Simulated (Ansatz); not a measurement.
# Cu+ with Br−: structure and interaction energy

An exercise on one series of results from a longer session: the logs are not shown, and one member is left open.

Program: Ansatz 0.2.0, Gaussian basis. Level of theory: PBE0-D4 structure, single points in def2-TZVPPD. These are calculated values, not measurements.

Levels: PBE-D4, revPBE-D4, BLYP-D4, r2SCAN-D4, B97M-V, PBE0-D4, B3LYP-D4, HSE06-D4, wB97X-V, wB97M-V, B2PLYP, Hartree-Fock, MP2, CCSD, CCSD(T). The reference is CCSD(T) extrapolated to the basis limit. For elements past Ar these valence bases correlate outer-core shells poorly and lack relativity, so that limit is rough.

Correlated methods freeze the cores. The 3s and 3p shells of Cu and Zn are frozen; filled d shells are correlated. B3LYP uses VWN-RPA correlation. B2PLYP carries no dispersion term here.

150 further runs of the same task are left out: 150 set aside as unsound or not needed.

### Where the work starts

The pair, from a GFN2-xTB docking trial: 2 atoms, charge 0, spin multiplicity 1.

Atoms are counted from 1 here; the program's logs count them from 0.

Bond lengths: Cu1–Br2 2.176 Å.

As a file:

| atom | x (Å) | y (Å) | z (Å) |
| --- | --- | --- | --- |
| Cu1 | 0.00000 | 0.00000 | -1.08790 |
| Br2 | 0.00000 | 0.00000 | 1.08790 |

Atoms 1 to 1 are fragment A (Cu+), the rest fragment B (Br−).

The first run:

pre/in.yaml

```yaml
crystal:
  periodic: [false, false, false]
  atoms:
    - {symbol: Cu, position_ang: [0.000000, 0.000000, -1.087900]}
    - {symbol: Br, position_ang: [0.000000, 0.000000, 1.087900]}
basis:
  gaussian: {orbitals: def2-SVP}
hamiltonian: {xc: pbe, dispersion: d4}
relax: {f_tol: 0.03, max_steps: 250}
```

Launch:

```bash
> ansatz run in.yaml --threads 2 --pin off --events-out ev --progress --plain --max-ram 5222MiB
```

Steps of the session up to this table: A first relaxation in a small basis; Relaxation at PBE0-D4; wB97X-V/def2-TZVPPD; wB97M-V/def2-TZVPPD; B2PLYP/def2-TZVPPD; B97M-V/def2-TZVPPD; CCSD(T)/def2-TZVPPD; MP2/def2-QZVPPD; Hartree-Fock/STO-3G; SPW92/def2-SVP; wB97M-V/def2-SVP; CCSD(T)/def2-SVP; Vibrations of the pair.

One of the session's tables, all rows but one given; the rest of the session is left out.

| method | interaction (kcal/mol) |
| --- | --- |
| PBE-D4 | -187.04 |
| revPBE-D4 | -182.13 |
| BLYP-D4 | -185.08 |
| r2SCAN-D4 | -184.85 |
| B97M-V | ? |
| PBE0-D4 | -177.36 |
| B3LYP-D4 | -178.18 |
| HSE06-D4 | -177.28 |
| wB97X-V | -173.37 |
| wB97M-V | -173.29 |
| B2PLYP | -173.90 |
| Hartree-Fock | -147.62 |
| MP2 | -168.97 |
| CCSD | -163.44 |
| CCSD(T) | -166.38 |
| CCSD(T)/CBS | -173.64 |

Estimate the missing values for B97M-V.

As computed: interaction (kcal/mol): -183.65. In the column «interaction (kcal/mol)» it lies between r2SCAN-D4 (-184.85) and revPBE-D4 (-182.13).
